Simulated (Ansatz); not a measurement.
# AlGaPH+ (doublet): wave-function methods side by side, cc-pVDZ

An exercise on one series of results from a longer session: the logs are not shown, and one member is left open.

Method: cc-pVDZ, core rule «outside noble gas», up to 24 orbitals frozen; program: Ansatz 0.2.0, Gaussian basis.

Plan: UHF; CCSD(T) on ROHF; BCCD(T) on ROHF; CISD; CCSDT(Q) on ROHF; CASSCF and MRCISD+Q, 9 electrons in 9 orbitals; CASSCF and NEVPT2, 9 electrons in 9 orbitals.

32 further runs of the same task are left out: 1 for a known fault of the program, 17 that didn't finish, 14 set aside as unsound or not needed.

## What is computed

The geometry is a PBE0/def2-TZVP stationary point (not a proven minimum) of the parent state, kept for this charge and spin. No spin-orbit coupling is included. The filled d shell of Ga may be among the frozen orbitals whatever the setting's name suggests; the logs give the count.

4 atoms, charge 1, spin multiplicity 2.

Atoms are counted from 1 here; the program's logs count them from 0.

Bond lengths: Al1–Ga2 2.468 Å, Ga2–P3 2.169 Å, P3–H4 1.431 Å. Angles: Al1–Ga2–P3 177.4°, Ga2–P3–H4 87.2°.

Set-up of the first run:

in.yaml reads:

```yaml
crystal:
  periodic: [false, false, false]
  atoms:
    - {symbol: Al, position_ang: [0.000119, -0.314755, 2.933144]}
    - {symbol: Ga, position_ang: [-0.000347, -0.308821, 0.465010]}
    - {symbol: P, position_ang: [0.000099, -0.403705, -1.702288]}
    - {symbol: H, position_ang: [0.000128, 1.027280, -1.695867]}
basis:
  gaussian: {orbitals: cc-pVDZ}
total_charge: 1
magnetization: {spin_polarized: true, initial_magnetization: 1}
hamiltonian: {xc: hf}
output: {orbitals: {seedname: orbitals}}
```

The run is started by

```
ansatz run in.yaml --threads 1 --pin off --events-out ev --progress --plain --max-ram 2393MiB
```

Steps of the session up to this table: UHF; CCSD(T) on ROHF; BCCD(T) on ROHF; CISD; CCSDT(Q) on ROHF; CASSCF and MRCISD+Q, 9 electrons in 9 orbitals; CASSCF and NEVPT2, 9 electrons in 9 orbitals.

One table of the session follows, with a row left open; its other results are not shown here.

```
   method  from RCCSDT(Q) (meV)
     ROHF               +6293.2
     RMP2               +1468.6
    RCCSD                +249.7
 RCCSD(T)                 +53.1
  BCCD(T)                 +52.4
   RCCSDT                     ?
RCCSDT(Q)                     0
```

Estimate the missing values for RCCSDT.

The run gave: from RCCSDT(Q) (meV): +13.1. In the column «from RCCSDT(Q) (meV)» it lies between RCCSDT(Q) (0) and BCCD(T) (+52.4).

Not comparable, so not listed: CISD (they don't share determinant, frozen orbitals or solution with the rows shown, or repeat one).

Left out of the table: CASSCF frontier, NEVPT2 frontier, MRCISD frontier, MRCISD+Q frontier (the active space lost an orbital or holds another state than full CI finds).

To keep in mind: Warnings in the runs' records: passed over end.
